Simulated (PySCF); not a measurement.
# IrOF: a ladder of methods

Aim: at the PBE0 minimum of quintet IrOF, found before, compare methods on energies and levels.

Method: several methods, basis Ir def2-TZVP with ECP60, O def2-TZVP, F def2-TZVP, scalar-relativistic core potentials, no spin–orbit coupling, density fitting; program: PySCF 2.14.0.

## 1. Starting geometry

3 atoms, charge 0, spin multiplicity 5.

Bond lengths: Ir1–O2 1.754 Å, Ir1–F3 1.923 Å. Angles: O2–Ir1–F3 180.0°.

Z-matrix (Å, degrees; charge 0 multiplicity 5):
```
Ir
O  1 1.7542
F  1 1.9227 2 180.00
```

## 2. PBE0

The steps are one call of a driver around PySCF; scf.py gives each level's set-up. Each SCF starts from the density of the minimum. The driver also runs the species with one electron less or more at the same geometry (one less: multiplicity 4, one more: multiplicity 4); their logs are not shown.

Contents of scf.py:

```python
from pyscf import gto, scf, dft
mol = gto.M(atom='''
Ir    -0.000000     0.000000    -0.037159
O     -0.000000    -0.000000    -1.791368
F      0.000000    -0.000000     1.885584''',
    basis={'Ir': 'def2-TZVP', 'O': 'def2-TZVP', 'F': 'def2-TZVP'},
    ecp={'Ir': 'def2-TZVP'},
    charge=0, spin=4)
mf = dft.UKS(mol, xc='PBE0')
mf.grids.atom_grid = (99, 590)
aux = {'Ir': 'def2-universal-JKFIT', 'O': 'def2-universal-JKFIT', 'F': 'def2-universal-JKFIT'}
mf = mf.density_fit(auxbasis=aux)
mf.kernel()
```

## 3. HF

scf.py: that of step 2 with these lines changed.

```diff
@@ -9,2 +9 @@
-mf = dft.UKS(mol, xc='PBE0')
-mf.grids.atom_grid = (99, 590)
+mf = scf.UHF(mol)
```

## 4. PBE

scf.py: that of step 3 with these lines changed.

```diff
@@ -9 +9,2 @@
-mf = scf.UHF(mol)
+mf = dft.UKS(mol, xc='PBE')
+mf.grids.atom_grid = (99, 590)
```

## 5. r2SCAN

scf.py: that of step 4 with these lines changed.

```diff
@@ -9 +9 @@
-mf = dft.UKS(mol, xc='PBE')
+mf = dft.UKS(mol, xc='R2SCAN')
```

## 6. B3LYP

scf.py: that of step 5 with these lines changed.

```diff
@@ -9 +9 @@
-mf = dft.UKS(mol, xc='R2SCAN')
+mf = dft.UKS(mol, xc='B3LYP')
```

## 7. TPSSh

scf.py: that of step 6 with these lines changed.

```diff
@@ -9 +9 @@
-mf = dft.UKS(mol, xc='B3LYP')
+mf = dft.UKS(mol, xc='TPSSH')
```

## 8. CAM-B3LYP

scf.py: that of step 7 with these lines changed.

```diff
@@ -9 +9 @@
-mf = dft.UKS(mol, xc='TPSSH')
+mf = dft.UKS(mol, xc='CAMB3LYP')
```

## 9. r2SCANh

scf.py: that of step 8 with these lines changed.

```diff
@@ -9 +9 @@
-mf = dft.UKS(mol, xc='CAMB3LYP')
+mf = dft.UKS(mol, xc='HYB_MGGA_XC_R2SCANH')
```

(Steps that only read results are left out.)

**Question.** What will these runs give? Wanted: atomisation energy, range; vertical ionisation energy, range; vertical electron affinity, range; orbital gap, range.

The runs gave:

| quantity | value |
| --- | --- |
| atomisation energy, range | 369 (HF) to 957 (PBE) kJ/mol |
| vertical ionisation energy, range | 9.59 (HF) to 10.86 (CAM-B3LYP) eV |
| vertical electron affinity, range | 1.79 (HF) to 3.25 (CAM-B3LYP) eV |
| orbital gap, range | -0.45 (PBE) to 10.92 (HF) eV |

In words: The atomisation energy spreads over 587 kJ/mol, from HF to PBE; without a CCSD(T) value for it there is no yardstick here. A negative gap means that an empty level lies below a filled one. Spin contamination is strong in at least one of the open-shell species at HF. Without diffuse functions electron affinities tend to come out too low. Other spin states or occupations of the open shell can lie lower. Spin–orbit coupling, left out here, can matter for elements this heavy.
